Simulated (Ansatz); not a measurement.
# I: pressure up to the limit of the methods

An exercise on one series of results from a longer session: the logs are not shown, and one member is left open.

Program: Ansatz 0.2.0. Level of theory: DFT LDA, with the methods named in each step. These are calculated values, not measurements.

1 further run of the same task is left out (for a known fault of the program). Runs told in other sessions of the task aren't counted.

**The structure to begin with**

The structure is cubic, space group Im-3m (No. 229). The conventional cell has a = 4.082 Å, b = 4.082 Å, c = 4.082 Å, α = 90.00°, β = 90.00°, γ = 90.00°. Around I (site symmetry m-3m) lie 8 I at 3.53 Å.

As a file:

```
I
1.0
    -2.04083    2.04083    2.04083
     2.04083   -2.04083    2.04083
     2.04083    2.04083   -2.04083
I
1
Direct
  0.00000 0.00000 0.00000
```

Whether this phase is the stable one at these pressures isn't tested.

Set-up of the first run:

input.yaml reads:

```yaml
crystal:
  lattice:
    - [-2.040827551, 2.040827551, 2.040827551]
    - [2.040827551, -2.040827551, 2.040827551]
    - [2.040827551, 2.040827551, -2.040827551]
  atoms:
    - { symbol: I, position: [0.0, 0.0, 0.0] }
kpoints:
  mp_grid: { grid: [13, 13, 13] }
scf:
  occupations: { method: fermi_dirac, width: 0.08 }
hamiltonian:
  xc: lda
  pseudopotentials: { kind: paw }
output:
  forces: true
  stress: true
relax:
  f_tol: 0.005
  max_steps: 40
  cell: {}
```

The run is started by

```bash
> ansatz run input.yaml --threads 1 --pin off --max-ram 2048MiB --backend cpu --events-out ev --progress --plain --runs-dir out
```

Among the steps run: Cell relaxed at zero pressure, PAW; Volume scaled by 1, PAW; Volume scaled by 0.9, PAW; Volume scaled by 0.9, PAW (level accurate); Volume scaled by 0.8, PAW; Volume scaled by 0.7, PAW; Volume scaled by 0.6, PAW; Volume scaled by 0.5, PAW; Volume scaled by 0.4, PAW.

One of the session's tables, all rows but one given; the rest of the session is left out.

```
              method  volume over the first  volume (Å³/atom)  pressure (GPa)
                 PAW                      1            31.788           -0.01
                 PAW                    0.9            28.609            5.09
                 PAW                    0.8            25.431           14.50
                 PAW                    0.7            22.252           32.19
                 PAW                    0.6            19.073           66.74
                 PAW                    0.5            15.894          136.16
                 PAW                    0.4                 ?               ?
PAW (level accurate)                    0.9            28.609            5.10
```

**Question.** Estimate the row for PAW, 0.4.

The run gave: volume (Å³/atom): 12.715; pressure (GPa): 290.50. In the column «volume (Å³/atom)» it is the lowest.
